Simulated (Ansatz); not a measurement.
# BiRu: strong compression

How does BiRu (rocksalt type) answer strong compression? Methods of the runs shown: PAW. Its runs: cell relaxed at zero pressure (PAW); volume scaled by 1 (PAW); volume scaled by 0.9 (PAW and PAW (cutoff 300 eV)); volume scaled by 0.8 (PAW); volume scaled by 0.7 (PAW); volume scaled by 0.6 (PAW); volume scaled by 0.5 (PAW); volume scaled by 0.4 (PAW and PAW (level accurate)).

Method: DFT LDA, with the methods named in each step, in Ansatz 0.2.0.

1 further run of the same task is left out (it didn't finish). Runs told in other sessions of the task aren't counted.

### Step 1. Starting point

It takes space group Fm-3m (No. 225, cubic). The conventional cell has a = 5.684 Å, b = 5.684 Å, c = 5.684 Å, α = 90.00°, β = 90.00°, γ = 90.00°. Ru (site symmetry m-3m) has 6 Bi at 2.84 Å in its first shell of neighbours. Bi (site symmetry m-3m) has 6 Ru at 2.84 Å in its first shell of neighbours.

Coordinates:

```xyz
2
Lattice="0.0000 2.8418 2.8418 2.8418 0.0000 2.8418 2.8418 2.8418 0.0000" Properties=species:S:1:pos:R:3 pbc="T T T"
Ru    0.0000    0.0000    0.0000
Bi    2.8418    2.8418    2.8418
```

Whether this phase is the stable one at these pressures isn't tested.

Atoms are numbered in the order of the input: Ru1, Bi2.

### Step 2. Cell relaxed at zero pressure, PAW

input.yaml

```yaml
crystal:
  lattice:
    - [0.0, 2.8418062605, 2.8418062605]
    - [2.8418062605, 0.0, 2.8418062605]
    - [2.8418062605, 2.8418062605, 0.0]
  atoms:
    - { symbol: Ru, position: [0.0, 0.0, 0.0] }
    - { symbol: Bi, position: [0.5, 0.5, 0.5] }
kpoints:
  mp_grid: { grid: [13, 13, 13] }
scf:
  occupations: { method: fermi_dirac, width: 0.08 }
hamiltonian:
  xc: lda
  pseudopotentials: { kind: paw }
output:
  forces: true
  stress: true
relax:
  f_tol: 0.005
  max_steps: 40
  cell: {}
```

Command:

```
$ ansatz run input.yaml --threads 1 --pin off --max-ram 2048MiB --backend cpu --events-out ev --progress --plain --runs-dir out
```

Further steps of the session: Volume scaled by 1, PAW; Volume scaled by 0.9, PAW; Volume scaled by 0.9, PAW (cutoff 300 eV); Volume scaled by 0.8, PAW; Volume scaled by 0.7, PAW; Volume scaled by 0.6, PAW; Volume scaled by 0.5, PAW; Volume scaled by 0.4, PAW; Volume scaled by 0.4, PAW (level accurate).

What does the calculation give? Wanted: PAW pressure at 0.4 of the volume; PAW; fitted bulk modulus at zero pressure.

The runs gave:

| quantity | value |
| --- | --- |
| PAW pressure at 0.4 of the volume | 1180.4 GPa |
| PAW (level accurate) pressure at 0.4 of the volume | 1178.0 GPa |
| fitted bulk modulus at zero pressure (PAW) | 150 GPa |
| its pressure derivative | 4.60 |

**Reading.** By PAW the pressure climbs to 1180 GPa at 0.4 of the first volume. A third-order Birch-Murnaghan curve fits the range only roughly (B₀ = 150 GPa, B′ = 4.60, misfit at most 10.80 GPa). A fit over so wide a range leans to the high pressures, so B₀ can be off by several per cent. No all-electron run checks these rows here, and frozen cores can fail under such compression. The ions are at rest, and the electrons smeared by 0.08 eV. Spin-orbit coupling is left out, though the cell holds Bi; in elements this heavy it can shift bands and gaps by tenths of an eV.

At pressures up to 1180 GPa the PAW spheres may overlap and frozen cores may not hold, so those PAW values are rough without an all-electron check.
